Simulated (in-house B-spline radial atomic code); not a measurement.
# Sm⁵⁴⁺: ionisation energy by several methods

Aim: the ionisation energy of Sm⁵⁴⁺ by several methods, each as the difference of two self-consistent energies (Sm⁵⁴⁺ and the next ion, [He] 2s2 2p3).

The numbers are computed with in-house B-spline radial atomic code version 1 (scalar-relativistic (X2C), several functionals, spin-polarised; spherical all-electron atom at the radial basis limit), except any that are marked as measured or tabulated.

## (1) Starting point

| Property | Result |
| --- | --- |
| element | samarium (Z = 62) |
| charge | +54 |
| electrons | 8 |
| configuration | [He] 2s2 2p4 |
| nucleus | Fermi, rms radius 5.082 fm |

The outer shells:

[He] 2s2 2p4
```
[He] core
2s [↑↓]
2p [↑↓][↑ ][↑ ]
```

Where spins are not typed, each open shell is filled with up spins first.

## (2) RPBE, a GGA

Settings of the run:

```ini
Z = 62
electrons = 8.0
configuration = [He] 2s2 2p4
hamiltonian = x2c
method = rpbe,pbe
spin_polarised = True
nucleus = fermi
rms_radius = 5.0819
mass_number = 152
atomic_mass = 151.919738646
speed_of_light = 137.035999084
```

## (3) r2SCAN, a meta-GGA

Settings: those of step 2 with these lines changed.

```diff
@@ -4,3 +4,3 @@
 hamiltonian = x2c
-method = rpbe,pbe
+method = r2scan
 spin_polarised = True
```

## (4) Hartree-Fock

Settings: those of step 3 with these lines changed.

```diff
@@ -4,3 +4,3 @@
 hamiltonian = x2c
-method = r2scan
+method = hf
 spin_polarised = True
```

## (5) revTPSS, a meta-GGA

Settings: those of step 4 with these lines changed.

```diff
@@ -4,3 +4,3 @@
 hamiltonian = x2c
-method = hf
+method = revtpss,revtpss
 spin_polarised = True
```

Q: The tabulated ionisation energy is 11060 ± 5 eV (tabulated theoretical; NIST Atomic Spectra Database). What does each method give, and which comes nearest?

The runs gave:

| method | rung | total energy (hartree) | ΔSCF (eV) | −ε highest (eV) | ΔSCF less tabulated (eV) |
| --- | --- | --- | --- | --- | --- |
| RPBE | GGA | -6707.3975 | 11229.4 | 11099.5 (2p down) | +169.4 |
| r2SCAN | meta-GGA | -6706.7308 | 11224.1 | 11100.4 (2p down) | +164.1 |
| revTPSS | meta-GGA | -6706.5460 | 11226.3 | 11098.1 (2p down) | +166.3 |
| Hartree-Fock | Hartree-Fock | -6706.5804 | 11233.1 | 11235.6 (2p down) | +173.1 |

Tables give 11060 ± 5 eV (tabulated theoretical; NIST Atomic Spectra Database) for the ionisation energy. r2SCAN misses by +164.1 eV, the least, and Hartree-Fock by +173.1 eV (1.6 %), the most. Mean absolute error by rung (exchange-only levels left out): GGA 169.37 eV, meta-GGA 165.21 eV, Hartree-Fock 173.11 eV. All methods miss on the same side by much the same amount, which points to something that they share. Relativistic terms that these runs lack can be as large as the gaps between close methods, so the nearest may be so by luck. Spin-orbit coupling is left out. Open shells are averaged (over orientations, and over spins where the run is restricted), while tables refer to the lowest levels.

Members of this set that are not shown: 3 used exact exchange with fractional occupations of an open shell, which is unsound here.
